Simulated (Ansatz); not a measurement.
**Ni: response to strain**

Ni is deformed so: equal xx and yy strain of +3 %. What stress and forces result, by LAPW, PAW and all-electron datasets made for the crystal?

Program: Ansatz 0.2.0. Level of theory: DFT LDA, scalar-relativistic. These are calculated values, not measurements.

### Step 1. The structure to begin with

It takes space group Fm-3m (No. 225, cubic). The conventional cell has a = 3.536 Å, b = 3.536 Å, c = 3.536 Å, α = 90.00°, β = 90.00°, γ = 90.00°. Around Ni (site symmetry m-3m) lie 12 Ni at 2.50 Å.

As a file:

```
CELL_PARAMETERS angstrom
0.00000 1.76795 1.76795
1.76795 0.00000 1.76795
1.76795 1.76795 0.00000
ATOMIC_POSITIONS crystal
Ni 0.00000 0.00000 0.00000
```

### Step 2. The deformed structure

Space group Fm-3m before, I4/mmm after.

### Step 3. All-electron LAPW

input.yaml

```yaml
crystal:
  lattice:
    - [0.0, 1.8209885, 1.76795]
    - [1.8209885, 0.0, 1.76795]
    - [1.8209885, 1.8209885, 0.0]
  atoms:
    - { symbol: Ni, position: [0.0, 0.0, 0.0], spin: 1.5 }
magnetization:
  spin_polarized: true
kpoints:
  mp_grid: { grid: [20, 20, 20] }
  band_path:
    path:
      - [0.0, 0.0, 0.0]
      - [0.0, 0.5, 0.5]
      - [0.25, 0.75, 0.5]
      - [0.0, 0.5, 0.0]
      - [0.0, 0.0, 0.0]
      - [0.5, 0.5, 0.0]
      - [0.3826125, 0.6173875, 0.0]
      - [-0.3826125, 0.3826125, 0.0]
      - [0.0, 0.0, 0.0]
    npoints: 5
scf:
  occupations: { method: fermi_dirac, width: 0.05 }
hamiltonian:
  xc: lda
  pseudopotentials: { kind: all_electron, lapw: { basis_error: 0.00025 } }
output:
  forces: true
  stress: true
  eigenvalues: true
```

Command:

```console
$ ansatz run input.yaml --threads 1 --pin off --max-ram 3072MiB --backend cpu --events-out ev --progress --plain --runs-dir out
```

### Step 4. Frozen-core PAW

input.yaml

```yaml
crystal:
  lattice:
    - [0.0, 1.8209885, 1.76795]
    - [1.8209885, 0.0, 1.76795]
    - [1.8209885, 1.8209885, 0.0]
  atoms:
    - { symbol: Ni, position: [0.0, 0.0, 0.0], spin: 1.5 }
magnetization:
  spin_polarized: true
kpoints:
  mp_grid: { grid: [20, 20, 20] }
scf:
  occupations: { method: fermi_dirac, width: 0.05 }
hamiltonian:
  xc: lda
  pseudopotentials: { kind: paw }
output:
  forces: true
  stress: true
  eigenvalues: true
  efg: { contact_densities: true }
```

### Step 5. All-electron PAW on datasets made for the crystal

Edit input.yaml of step 4 so:

```diff
@@ -15,3 +15,3 @@
   xc: lda
-  pseudopotentials: { kind: paw }
+  pseudopotentials: { kind: all_electron, datasets: crystal }
 output:
```

(Steps that only read results are left out.)

Before running it: what results should come out? Wanted: pressure; largest shear or deviatoric stress.

The runs gave:

| quantity | value |
| --- | --- |
| pressure | LAPW -27.19, PAW -27.13, crystal datasets -27.20 GPa |
| largest shear or deviatoric stress (LAPW) | 1.73 GPa |

In words: The largest part of the stress beyond the pressure is 1.73 GPa in size, in the zz component. No run of the undeformed cell stands beside it, so the pressure holds what the given cell had before the change. PAW: stress within 0.07 GPa of LAPW. Crystal datasets: stress within 0.01 GPa of LAPW. Other magnetic orders may lie lower; this is the state that the run reached.
